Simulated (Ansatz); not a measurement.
# ClGeH₃O (SMILES [OH][GeH2][Cl]): functionals against CCSD(T) at one geometry

An exercise on one series of results from a longer session: the logs are not shown, and one member is left open.

Method: single points in def2-TZVPP; program: Ansatz 0.2.0, Gaussian basis.

Correlated methods freeze the cores. Filled d shells of the heavier atoms are correlated.

### Where the work starts

SMILES `[OH][GeH2][Cl]`, 6 atoms, charge 0, spin multiplicity 1.

Atoms are counted from 1 here; the program's logs count them from 0.

Bond lengths: O1–Ge2 1.805 Å, O1–H4 0.977 Å, Ge2–Cl3 2.223 Å, Ge2–H5 1.574 Å, Ge2–H6 1.581 Å. Angles: Ge2–O1–H4 121.6°, O1–Ge2–Cl3 106.8°, O1–Ge2–H5 111.7°, O1–Ge2–H6 102.0°, Cl3–Ge2–H5 109.1°, Cl3–Ge2–H6 111.8°, H5–Ge2–H6 115.2°.

Coordinates:

```xyz
6
ClGeH3O
O    -0.56880   -1.28750    0.02340
Ge    0.40790    0.22720    0.12290
Cl   -1.03250    1.92020    0.11490
H    -1.22830   -1.42540   -0.68380
H     1.38000    0.37360   -1.10630
H     1.11780    0.06850    1.52680
```

The first run:

Contents of run/in.yaml:

```yaml
crystal:
  periodic: [false, false, false]
  atoms:
    - {symbol: O, position_ang: [-0.568800, -1.287500, 0.023400]}
    - {symbol: Ge, position_ang: [0.407900, 0.227200, 0.122900]}
    - {symbol: Cl, position_ang: [-1.032500, 1.920200, 0.114900]}
    - {symbol: H, position_ang: [-1.228300, -1.425400, -0.683800]}
    - {symbol: H, position_ang: [1.380000, 0.373600, -1.106300]}
    - {symbol: H, position_ang: [1.117800, 0.068500, 1.526800]}
basis:
  gaussian: {orbitals: def2-TZVPP}
correlation: {method: ccsd_t}
output: {forces: true}
```

Command:

```
> ansatz run in.yaml --threads 8 --pin off --events-out ev --progress --plain --max-ram 10444MiB
```

Among the steps run: CCSD(T)/def2-TZVPP; PBE0-D4/def2-TZVPP; wB97M-V/def2-TZVPP; r2SCAN-D4/def2-TZVPP; PBE-D4/def2-TZVPP; CAM-B3LYP-D4/def2-TZVPP; wB97X-V/def2-TZVPP.

One of the session's tables, all rows but one given; the rest of the session is left out.

```
      method  RMS force component (eV/Å)  angle to CCSD(T) forces (°)  dipole (D)
     CCSD(T)                       0.526                    reference        1.62
     PBE0-D4                       0.515                          6.3        1.65
     wB97M-V                       0.520                          4.9        1.66
   r2SCAN-D4                       0.482                          3.2        1.63
      PBE-D4                       0.318                         17.6        1.56
CAM-B3LYP-D4                           ?                            ?           ?
     wB97X-V                       0.534                          4.5        1.70
```

**Question.** Estimate the row for CAM-B3LYP-D4.

The run gave: RMS force component (eV/Å): 0.524; angle to CCSD(T) forces (°): 6.6; dipole (D): 1.69. In the column «RMS force component (eV/Å)» it lies between wB97M-V (0.520) and CCSD(T) (0.526).
